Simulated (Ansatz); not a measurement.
# CH₅ClSi₂: up Jacob's ladder to CCSD(T)

One table from this session's results is given with a row withheld; the runs are named, their logs left out.

The runs use Ansatz 0.2.0, Gaussian basis; functionals in def2-TZVPP, the program's frozen cores in correlated methods.

Levels to be run: LDA (SPW92), PBE-D4, revPBE-D4, BLYP-D4, r2SCAN-D4, B97M-V, PBE0-D4, B3LYP-D4, r2SCANh-D4, r2SCAN0-D4, HSE06-D4, BHLYP-D4, CAM-B3LYP-D4, LC-ωPBE, ωB97X-V, ωB97M-V, B2PLYP, PBE-QIDH; CCSD(T)/def2-SVP; CCSD(T)/def2-TZVPP; MP2/def2-QZVPP; extrapolation to the limit; RPA on PBE.

### Structure used throughout

The geometry comes from an earlier relaxation with PBE0-D4 in a triple-zeta def2 set; it is a stationary point, not always the lowest conformer.

SMILES `Cl[SiH]1C[SiH2]1`, 9 atoms, charge 0, spin multiplicity 1.

Atoms are counted from 1 here; the program's logs count them from 0.

Bond lengths: Cl1–Si2 2.051 Å, Si2–C3 1.877 Å, Si2–Si4 2.242 Å, Si2–H5 1.479 Å, C3–Si4 1.912 Å, C3–H6 1.089 Å, C3–H7 1.089 Å, Si4–H8 1.481 Å, Si4–H9 1.482 Å. Angles: Cl1–Si2–C3 116.2°, Cl1–Si2–Si4 122.3°, Cl1–Si2–H5 109.9°, C3–Si2–Si4 54.4°, C3–Si2–H5 117.3°, Si4–Si2–H5 124.7°, Si2–C3–Si4 72.6°, Si2–C3–H6 117.6°, Si2–C3–H7 117.1°, Si4–C3–H6 118.4°, Si4–C3–H7 115.2°, H6–C3–H7 111.2°, Si2–Si4–C3 53.0°, Si2–Si4–H8 121.4°, Si2–Si4–H9 122.5°, C3–Si4–H8 115.2°, C3–Si4–H9 116.9°, H8–Si4–H9 113.2°.

Set-up of the first run:

File in.yaml:

```yaml
crystal:
  periodic: [false, false, false]
  atoms:
    - {symbol: Cl, position_ang: [-0.980948, -0.129348, -2.673052]}
    - {symbol: Si, position_ang: [-0.561216, 0.652069, -0.823589]}
    - {symbol: C, position_ang: [1.004819, 0.030968, 0.003527]}
    - {symbol: Si, position_ang: [-0.476947, -0.616149, 1.023606]}
    - {symbol: H, position_ang: [-0.790309, 2.113227, -0.831510]}
    - {symbol: H, position_ang: [1.662653, 0.769806, 0.457904]}
    - {symbol: H, position_ang: [1.574951, -0.733152, -0.522742]}
    - {symbol: H, position_ang: [-0.693134, -2.079979, 0.964814]}
    - {symbol: H, position_ang: [-0.651371, -0.053743, 2.383943]}
basis:
  gaussian: {orbitals: def2-TZVPP}
hamiltonian: {xc: lda}
output: {orbitals: {seedname: orbitals}}
```

On the command line:

```
ansatz run in.yaml --threads 2 --pin off --events-out ev --progress --plain --max-ram 4352MiB
```

Among the steps run: LDA; PBE-D4 (GGA); revPBE-D4 (GGA); BLYP-D4 (GGA); r2SCAN-D4 (meta-GGA); B97M-V (meta-GGA); PBE0-D4 (hybrid); B3LYP-D4 (hybrid); r2SCANh-D4 (hybrid); r2SCAN0-D4 (hybrid); HSE06-D4 (hybrid); BHLYP-D4 (hybrid); CAM-B3LYP-D4 (range-separated); LC-ωPBE (range-separated); ωB97X-V (range-separated); ωB97M-V (range-separated); B2PLYP (double hybrid); PBE-QIDH (double hybrid).

One of the session's tables, all rows but one given; the rest of the session is left out.

It belongs to the step «Orbital energies across the functionals». 

| functional | HOMO (eV) | gap (eV) |
| --- | --- | --- |
| LDA (SPW92) | -5.91 | 4.18 |
| PBE-D4 | -5.81 | 4.28 |
| revPBE-D4 | -5.76 | 4.32 |
| BLYP-D4 | -5.65 | 4.32 |
| r2SCAN-D4 | -6.01 | 4.76 |
| B97M-V | -6.06 | 4.74 |
| PBE0-D4 | -6.84 | 6.20 |
| B3LYP-D4 | ? | ? |
| r2SCANh-D4 | -6.39 | 5.45 |
| r2SCAN0-D4 | -6.97 | 6.48 |
| HSE06-D4 | -6.45 | 5.43 |
| BHLYP-D4 | -7.76 | 8.15 |
| CAM-B3LYP-D4 | -8.07 | 8.56 |
| LC-ωPBE | -9.35 | 10.93 |
| ωB97X-V | -9.03 | 10.53 |
| ωB97M-V | -8.83 | 10.07 |

Q: Estimate the row for B3LYP-D4 from the others.

Worked estimate for «HOMO (eV)». Against the share of exact exchange, BLYP-D4 (0, -5.65), BHLYP-D4 (0.5, -7.76) give a slope of -4.22 per unit share; at 0.2 the line stands at -6.49.

**Answer.** HOMO (eV): -6.65; gap (eV): 5.85. In «HOMO (eV)» the line misses by +0.16.
